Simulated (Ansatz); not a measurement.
# Cd2S in Ansatz: the effect of functional

Crystal: Cd2S.

```
CELL_PARAMETERS angstrom
4.04039 0.00000 0.00000
-2.02019 3.49908 0.00000
0.00000 0.00000 5.92313
ATOMIC_POSITIONS crystal
Cd 0.33333 0.66667 0.93272
Cd 0.66667 0.33333 0.57873
S 0.33333 0.66667 0.36571
```

The cell comes from a database or a generator and needn't be the stable form of this composition.

The cell isn't the ideal one: volume scaled by 1.06.

Alike in all runs:

| Item | Value |
| --- | --- |
| Program | Ansatz 0.2.0 |
| Task | single point |
| Potentials or basis | Ansatz PAW |
| k mesh | 8 × 8 × 5 |
| Occupations | fermi-dirac, width 0.05 eV |
| Spin | no spin polarisation |

```csv
functional,cutoff,gap on the mesh (eV),pressure (GPa),largest force (eV/Å)
LDA,420 eV (not typed: the program's choice for these potentials),0.30,-6.5,0.37
PBEsol,420 eV (not typed: the program's choice for these potentials),0.28,-4.8,0.34
r2SCAN,500 eV (not typed: the program's choice for these potentials),?,?,?
```

What does the run with functional r2SCAN give?

gap on the mesh 0.32 eV; pressure -3.8 GPa; largest force 0.25 eV/Å.

Caveats: odd divisions of the mesh miss points on the zone boundary, where band edges often lie, so the gap on the mesh can be too wide; the PAW data sets come from PBE, with cores solved anew for the run's functional, which leaves a small shift of forces and pressure.

A k mesh can miss the band edges.
